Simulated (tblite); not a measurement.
# C5H11N2Si: the cost of one run

Programs: tblite 0.8.0 and PySCF 2.14.0, with density-fitted response routines of our own. Each step states its level of theory. These are calculated values for one molecule in the gas phase, unless marked as measured. Atoms are numbered from 0 throughout.

## (1) The starting structure

19 atoms, charge 0, multiplicity 2; geometry from: force field or distance geometry start.

Bonds of the start (Å): C0–C1 1.47, C1–C2 1.20, C2–C3 1.41, C3–Si4 1.79, Si4–C5 1.83, Si4–N6 1.70, Si4–N7 1.68, C0–H8 1.09, C0–H9 1.09, C0–H10 1.09, C3–H11 1.09, C5–H12 1.09, C5–H13 1.10, C5–H14 1.10, N6–H15 1.01, N6–H16 1.02, N7–H17 1.02, N7–H18 1.02.

## (2) Relaxing the molecule with GFN2-xTB

Job settings and geometry (Å):

```
{"job": {"kind": "relax", "xc": "GFN2-xTB", "basis": "xTB"}, "charge": 0, "multiplicity": 2}
C      3.721300     0.944400    -0.391100
C      2.489500     0.194000    -0.115200
C      1.505300    -0.438500     0.132400
C      0.327100    -1.173800     0.400300
Si    -1.296100    -0.446400     0.227100
C     -1.539000     1.172400     1.044900
N     -1.727900    -0.395600    -1.413300
N     -2.482400    -1.554400     0.643200
H      3.534400     2.019700    -0.308300
H      4.503700     0.683400     0.318300
H      4.069600     0.737400    -1.404000
H      0.400400    -2.214100     0.732900
H     -0.849100     1.931000     0.670000
H     -1.359900     1.099400     2.124000
H     -2.552900     1.564600     0.905500
H     -0.973000     0.024900    -1.927600
H     -1.774300    -1.360500    -1.725800
H     -3.355600    -1.247200     0.208300
H     -2.650900    -1.531400     1.647600
```

Started as:

```
$ OMP_NUM_THREADS=1 python probes_run.py task.json out
```

This one command runs all jobs of the session in turn.

**Question.** How long does this first job take on 1 thread of Arm Neoverse N1, shared host, and how much memory does it need?

About 1.1 s, with a peak of 0.18 GiB.
